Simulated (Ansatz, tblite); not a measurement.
# BMe2(hfac) (C₇H₇BF₆O₂): charged states by level of theory

What does removing an electron cost or gain for BMe2(hfac) (C₇H₇BF₆O₂)? Each charged state is run at several levels.

Computed with Ansatz 0.2.0, Gaussian basis. Level: as each input shows.

The runs, in order: charge +1 doublet, at the geometry of the singlet (PBE0-D4/def2-TZVP, PBE-D4/def2-TZVP, CAM-B3LYP-D4/def2-TZVP); the starting singlet's energies come from earlier runs.

### 1 The structure

The singlet was relaxed beforehand with r2SCAN-D4/def2-SVP.

23 atoms, charge 0, spin multiplicity 1.

Atoms are counted from 1 here; the program's logs count them from 0.

Bond lengths: B1–C2 1.587 Å, B1–C6 1.587 Å, B1–O10 1.584 Å, B1–O22 1.594 Å, C2–H3 1.104 Å, C2–H4 1.103 Å, C2–H5 1.103 Å, C6–H7 1.104 Å, C6–H8 1.103 Å, C6–H9 1.103 Å, O10–C11 1.267 Å, C11–C12 1.529 Å, C11–C16 1.394 Å, C12–F13 1.333 Å, C12–F14 1.335 Å, C12–F15 1.338 Å, C16–C17 1.400 Å, C16–H23 1.088 Å and more. Angles: C2–B1–C6 120.7°, C2–B1–O10 107.8°, C2–B1–O22 107.4°, C6–B1–O10 107.8°, C6–B1–O22 107.4°, O10–B1–O22 104.7°, B1–C2–H3 112.8°, B1–C2–H4 110.7°, B1–C2–H5 110.9°, H3–C2–H4 107.4°, H3–C2–H5 107.6°, H4–C2–H5 107.2°, B1–C6–H7 112.8°, B1–C6–H8 110.9°, B1–C6–H9 110.6°, H7–C6–H8 107.6°, H7–C6–H9 107.4°, H8–C6–H9 107.2° and more.

### 2 Charge +1 doublet at the fixed geometry, PBE0-D4/def2-TZVP

Contents of in.yaml:

```yaml
crystal:
  periodic: [false, false, false]
  atoms:
    - {symbol: B, position_ang: [1.002485, -0.029898, 0.893158]}
    - {symbol: C, position_ang: [0.669642, 0.026667, 2.444242]}
    - {symbol: H, position_ang: [-0.412898, 0.094201, 2.647960]}
    - {symbol: H, position_ang: [1.149623, 0.901405, 2.913583]}
    - {symbol: H, position_ang: [1.050062, -0.870010, 2.960980]}
    - {symbol: C, position_ang: [2.504890, -0.131211, 0.390866]}
    - {symbol: H, position_ang: [2.587240, -0.168004, -0.709047]}
    - {symbol: H, position_ang: [2.993698, -1.034698, 0.791484]}
    - {symbol: H, position_ang: [3.090099, 0.736733, 0.737340]}
    - {symbol: O, position_ang: [0.347041, 1.240503, 0.209705]}
    - {symbol: C, position_ang: [-0.601529, 1.194962, -0.629578]}
    - {symbol: C, position_ang: [-1.054015, 2.569900, -1.121038]}
    - {symbol: F, position_ang: [-0.022626, 3.232568, -1.644867]}
    - {symbol: F, position_ang: [-1.540674, 3.278339, -0.099600]}
    - {symbol: F, position_ang: [-2.007987, 2.461891, -2.053500]}
    - {symbol: C, position_ang: [-1.213837, 0.028230, -1.085402]}
    - {symbol: C, position_ang: [-0.724848, -1.173435, -0.559641]}
    - {symbol: C, position_ang: [-1.348859, -2.493380, -1.023375]}
    - {symbol: F, position_ang: [-0.802199, -3.536387, -0.418288]}
    - {symbol: F, position_ang: [-1.186852, -2.624094, -2.347523]}
    - {symbol: F, position_ang: [-2.664737, -2.482612, -0.768961]}
    - {symbol: O, position_ang: [0.211514, -1.271035, 0.281555]}
    - {symbol: H, position_ang: [-2.025252, 0.049353, -1.810033]}
basis:
  gaussian: {orbitals: def2-TZVP, fitting: {mean_field: def2-universal-jkfit}}
total_charge: 1
magnetization: {spin_polarized: true, initial_magnetization: 1}
hamiltonian: {xc: pbe0, dispersion: d4}
scf: {omitted_lower_state_checks: [starts]}
output: {orbitals: {seedname: orbitals}}
```

The run is started by

```console
> ansatz run in.yaml --threads 2 --pin off --events-out ev --progress --plain --max-ram 22528MiB --backend cuda --devices 0, --max-vram 18GiB
```

What it wrote:

```text
Functional definition: PBE0
  name "PBE0"
  cite "Adamo & Barone, J. Chem. Phys. 110, 6158 (1999) doi:10.1063/1.478522"
  cite "Perdew, Burke & Ernzerhof, Phys. Rev. Lett. 77, 3865 (1996) doi:10.1103/PhysRevLett.77.3865"
  parent pbe
  parameter a = 0.25
  parameter kappa = 0.804
  parameter beta = 0.06672455060314922
  exchange = (1 - a)*pbe_x(kappa = kappa, mu = beta*pi^2/3) + a*exact_x
  correlation = pbe_c(beta = beta)
these checks for a lower state are left out or cut short: starts
1342 factors; integrals over basis functions are off by at most 1.6e0 eV
mean field evaluation 1: about -28401.6673 eV, gradient 7.2e1 eV
mean field evaluation 2: about -28366.1191 eV, gradient 1.1e2 eV
mean field evaluation 4: about -28419.3800 eV, gradient 7.0e0 eV
mean field evaluation 8: about -28419.6260 eV, gradient 3.2e-1 eV
mean field evaluation 16: about -28419.6254 eV, gradient 3.3e-3 eV
mean field -28419.62544013 eV, -1044.4019714107 hartree, gradient 4.9e-5 eV, S^2 0.770906; 0 other end points of the search recorded, 0 dependent functions left out
reference -28419.62547590 eV, -1044.4019727255 hartree; 62, 61 occupied and 476, 477 virtual orbitals, 1342 factors
Total energy: -28420.17522686 eV, -1044.4221757004 hartree
Checks for a lower state left out: starts
```

It took 6 s on 1 × H100 (card shared with other runs) with 2 threads of AMD EPYC 7R13, shared host; peak host memory 1.1 GiB.

HOMO -13.76 eV, LUMO -11.10 eV (over both spins); ⟨S²⟩ 0.771 (pure: 0.75).

### 3 Charge +1 doublet at the fixed geometry, PBE-D4/def2-TZVP

start.molden holds the orbitals of an earlier run on this state, given as this run's starting guess.

in.yaml, as its differences from that of step 2:

```diff
@@ -27,6 +27,6 @@
 basis:
-  gaussian: {orbitals: def2-TZVP, fitting: {mean_field: def2-universal-jkfit}}
+  gaussian: {orbitals: def2-TZVP, fitting: {mean_field: def2-universal-jkfit}, initial_orbitals: start.molden}
 total_charge: 1
 magnetization: {spin_polarized: true, initial_magnetization: 1}
-hamiltonian: {xc: pbe0, dispersion: d4}
+hamiltonian: {xc: pbe, dispersion: d4}
 scf: {omitted_lower_state_checks: [starts]}
```

The command is unchanged.

What it wrote:

```text
Functional definition: PBE
  name "PBE"
  cite "Perdew, Burke & Ernzerhof, Phys. Rev. Lett. 77, 3865 (1996) doi:10.1103/PhysRevLett.77.3865"
  parent pbe
  parameter kappa = 0.804
  parameter beta = 0.06672455060314922
  exchange = pbe_x(kappa = kappa, mu = beta*pi^2/3)
  correlation = pbe_c(beta = beta)
these checks for a lower state are left out or cut short: starts
1342 factors; integrals over basis functions are off by at most 1.6e0 eV
mean field evaluation 1: about -28419.1165 eV, gradient 1.3e1 eV
mean field evaluation 2: about -28419.5238 eV, gradient 4.4e-1 eV
mean field evaluation 4: about -28419.5263 eV, gradient 9.0e-3 eV
mean field -28419.52634774 eV, -1044.3983298327 hartree, gradient 1.7e-5 eV, S^2 0.755200; 0 other end points of the search recorded, 0 dependent functions left out
reference -28419.52639575 eV, -1044.3983315971 hartree; 62, 61 occupied and 476, 477 virtual orbitals, 1342 factors
Total energy: -28420.16774601 eV, -1044.4219007845 hartree
Checks for a lower state left out: starts
```

Run time: 3.2 s. Hardware: 1 × H100 (card shared with other runs) with 2 threads of AMD EPYC 7R13, shared host; peak host memory 1 GiB.

From the report: HOMO -12.31 eV, LUMO -11.65 eV (over both spins); ⟨S²⟩ 0.755 (pure: 0.75).

### 4 Charge +1 doublet at the fixed geometry, CAM-B3LYP-D4/def2-TZVP

in.yaml, as its differences from that of step 3:

```diff
@@ -30,3 +30,3 @@
 magnetization: {spin_polarized: true, initial_magnetization: 1}
-hamiltonian: {xc: pbe, dispersion: d4}
+hamiltonian: {xc: {name: CAM-B3LYP}, dispersion: d4}
 scf: {omitted_lower_state_checks: [starts]}
```

Same command.

What it wrote, cut to the lines that bear on the results:

```text
Functional definition: CAM-B3LYP
  name "CAM-B3LYP"
  cite "Yanai, Tew & Handy, Chem. Phys. Lett. 393, 51 (2004) doi:10.1016/j.cplett.2004.06.011"
  cite "Iikura, Tsuneda, Yanai & Hirao, J. Chem. Phys. 115, 3540 (2001) doi:10.1063/1.1383587"
  cite "Becke, Phys. Rev. A 38, 3098 (1988) doi:10.1103/PhysRevA.38.3098"
  cite "Lee, Yang & Parr, Phys. Rev. B 37, 785 (1988) doi:10.1103/PhysRevB.37.785"
  cite "Vosko, Wilk & Nusair, Can. J. Phys. 58, 1200 (1980) doi:10.1139/p80-159"
[...]
  # Exact exchange under (alpha + beta erf(omega r))/r, Becke's under what is left of 1/r.
[...]
1342 factors; integrals over basis functions are off by at most 1.6e0 eV
1342 factors; integrals over basis functions are off by at most 3.8e-7 eV
[...]
mean field -28439.56571888 eV, -1045.1347631389 hartree, gradient 1.5e-5 eV, S^2 0.777036; 0 other end points of the search recorded, 0 dependent functions left out
reference -28439.56588261 eV, -1045.1347691559 hartree; 62, 61 occupied and 476, 477 virtual orbitals, 1342 factors
Total energy: -28440.12082795 eV, -1045.1551630211 hartree
Checks for a lower state left out: starts
```

Run time: 4.5 s. Hardware: 1 × H100 (card shared with other runs) with 2 threads of AMD EPYC 7R13, shared host; peak host memory 1.1 GiB.

From the report: HOMO -15.15 eV, LUMO -10.26 eV (over both spins); ⟨S²⟩ 0.777 (pure: 0.75).

### 5 Vertical ionisation energy

Charged state less starting state, singlet to doublet; the starting state's energies are those of its earlier runs.

| level | vertical ionisation energy (eV) | time |
| --- | --- | --- |
| PBE-D4/def2-TZVP | +9.10 | 5.8 s |
| PBE0-D4/def2-TZVP | +9.44 | 9.9 s |
| CAM-B3LYP-D4/def2-TZVP | +9.70 | 10 s |

Times add the two runs; a level without a time comes out of a correlated run.

Beside −ε(HOMO) of the starting state:

| level | −ε(HOMO) (eV) | by difference (eV) | mismatch (eV) |
| --- | --- | --- | --- |
| PBE-D4/def2-TZVP | 6.49 | 9.10 | -2.61 |
| PBE0-D4/def2-TZVP | 7.73 | 9.44 | -1.71 |
| CAM-B3LYP-D4/def2-TZVP | 9.09 | 9.70 | -0.61 |

### 6 Outcome

| quantity | value |
| --- | --- |
| vertical ionisation energy, functionals in def2-TZVP | 9.10 (PBE-D4) to 9.70 eV (CAM-B3LYP-D4) |

What this shows: The vertical ionisation energy spans 9.10 to 9.70 eV over the functionals. −ε(HOMO) misses the level's own difference by -0.61 eV at best (CAM-B3LYP-D4) and -2.61 eV at worst (PBE-D4).
